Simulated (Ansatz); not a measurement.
A nudged elastic band was laid between two geometries of a periodic cell of 17 atoms, Si (host Si, host structure diamond, interstitial Si).

All numbers below come from Ansatz, DFT PBE, scalar-relativistic, plane waves, PAW. Settings: PAW set soft_1, cutoff 420 eV, k mesh 2x2x2, gaussian smearing 0.02 eV, no spin polarisation.

```json
{
  "movable images": "7",
  "climbing image": "yes",
  "spring": "5.0 eV/Å²",
  "optimiser": "fire",
  "start path": "IDPP",
  "force threshold": "0.05 eV/Å",
  "iteration limit": "50",
  "end points": "relaxed"
}
```

Image 0:

```xyz
17
Lattice="0.0000 5.4300 5.4300 5.4300 0.0000 5.4300 5.4300 5.4300 0.0000" Properties=species:S:1:pos:R:3
Si -0.002 -0.004 -0.006
Si 1.330 1.330 1.330
Si 2.714 2.714 -0.034
Si 4.096 4.096 1.334
Si 2.714 -0.033 2.714
Si 4.095 1.335 4.095
Si 5.463 2.716 2.715
Si 6.782 4.078 4.078
Si -0.033 2.713 2.714
Si 1.337 4.093 4.093
Si 2.716 5.463 2.715
Si 4.077 6.783 4.077
Si 2.716 2.715 5.463
Si 4.077 4.077 6.783
Si 5.430 5.431 5.431
Si 6.784 6.784 6.784
Si 2.713 2.711 2.709
```

Image 8:

Only the atoms that move by more than 0.05 Å are listed.
```
Si17 1.364 4.075 1.356
```

(1) Which bonds break or form, and what moves?

(2) Give the energies along the band, and the barrier.

(3) What is the geometry of the highest image?

The band took 35 iterations and about 25 core-minutes.

Results:

(1) Contacts lost: Si6–Si17. Contacts made: Si15–Si17. The atom that moves furthest is Si17, by 2.35 Å.

(2) The run converged. The highest image is number 4 of 0 to 8, 0.31 eV above the ends, which have the same energy within 2 meV. By the program's own check the climbing image is of a kind that is not told: the force calls were inconclusive, a negative curvature could not be distinguished from the path's own, the only one lies far off the path, or fixed occupations may fill a level only in part (lowest curvatures found: -0.82 and -0.08 eV/Å²). Limits of this set-up: coarse k mesh.

```csv
image,path coordinate (Å),energy (eV),Si6–Si17 (Å),Si15–Si17 (Å)
0,0.00,0.00,2.39,4.70
1,0.39,0.05,2.43,4.38
2,0.77,0.22,2.53,4.03
3,1.17,0.30,2.81,3.63
4,1.56,0.31,3.22,3.23
5,1.96,0.30,3.62,2.82
6,2.35,0.22,4.03,2.53
7,2.74,0.05,4.38,2.43
8,3.13,0.00,4.70,2.39
```

(3) 
```xyz
17
Lattice="0.0000 5.4300 5.4300 5.4300 0.0000 5.4300 5.4300 5.4300 0.0000" Properties=species:S:1:pos:R:3
Si -0.168 0.169 -0.180
Si 1.270 1.246 1.286
Si 2.790 2.641 -0.090
Si 4.185 4.161 1.286
Si 2.669 -0.014 2.666
Si 3.897 1.534 3.899
Si 5.445 2.762 2.666
Si 6.841 4.020 4.057
Si -0.109 2.626 2.784
Si 1.283 4.147 4.164
Si 2.805 5.541 2.784
Si 4.241 6.620 4.250
Si 2.664 2.767 5.444
Si 4.061 4.025 6.834
Si 5.606 5.255 5.599
Si 6.836 6.800 6.834
Si 2.039 3.392 2.038
```

Time of the run: 25 min on 1 thread of Arm Neoverse V1, on a shared host, peak memory 0.93 GiB.
